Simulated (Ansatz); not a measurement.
Consider an atomisation energy of CH3FSe, SMILES FC[SeH] (Ansatz's Python interface).

The script, `ch3fse_tae.py`:
```python
# -*- coding: utf-8 -*-
from collections import Counter
import logging
import sys

import ansatz as az

logging.basicConfig(stream=sys.stdout, format="[%(levelname)s] %(message)s")
log = logging.getLogger("calc")
log.setLevel(logging.INFO)


def energy(molecule, charge=0, unpaired=0):
    calc = (
        molecule.calculation()
        .basis(gaussian="6-31G*")
        .functional("R2SCAN0")
    )
    if charge:
        calc = calc.charge(charge)
    if unpaired:
        calc = calc.spin("collinear", total=unpaired)
    report = calc.run(threads=1).report
    if report["published_state_doubts"]:
        print("  doubts:", report["published_state_doubts"])
    return report["free_energy_ev"]

geometry_ang = [
    ("F", [0.5233, -0.0246, -1.3861]),
    ("C", [-0.0506, -0.4905, -0.2246]),
    ("Se", [-0.9229, 0.9452, 0.7719]),
    ("H", [0.8425, -0.9263, 0.3763]),
    ("H", [-0.7994, -1.2725, -0.479]),
    ("H", [0.4491, 1.7047, 0.8953]),
]
mol = az.Crystal.molecule()
for symbol, xyz in geometry_ang:
    mol = mol.atom(symbol, xyz)

unpaired = {"F": 1, "C": 2, "Se": 2, "H": 1}
counts = Counter(site.symbol for site in mol.cartesian_sites)
atom_energy = {s: energy(az.Crystal.molecule().atom(s, (0, 0, 0)), 0, unpaired[s]) for s in counts}
whole = energy(mol, 0, 0)
for s, e in atom_energy.items():
    log.info(f"{s:2s} x{counts[s]}  {e:14.5f} eV")
log.info(f"CH3FSe: {whole:.5f} eV")
split = sum(counts[s] * e for s, e in atom_energy.items()) - whole
log.info(f"atomisation energy (no zero-point term): {split:.3f} eV, {split / sum(counts.values()):.3f} eV an atom")
```

What does it cost to take this molecule apart into atoms?

19.221 eV from the electronic energies, without the zero-point term.

The run itself:

```console
$ python ch3fse_tae.py
[INFO] F  x1     -2712.16359 eV
[INFO] C  x1     -1029.18038 eV
[INFO] Se x1    -65339.30596 eV
[INFO] H  x3       -13.55743 eV
[INFO] CH3FSe: -69140.54353 eV
[INFO] atomisation energy (no zero-point term): 19.221 eV, 3.204 eV an atom
```

What to keep in mind:
- Total energies depend on the basis set; only differences at equal settings carry meaning.
- The geometry is a force-field or estimated start, not a minimum of this method, and the basis set is short of its limit. All parts are taken at fixed geometry, without zero-point energy.
- The spin-orbit lowering of heavy atoms is left out.
- Finished in 6.5 s on 1 thread of Arm Neoverse V2 (shared host), peak memory 0.2 GiB.

(A comment or docstring line of the script was reworded after the run, the code is as it ran; lines on the test bed's own set-up are left out of the output.)
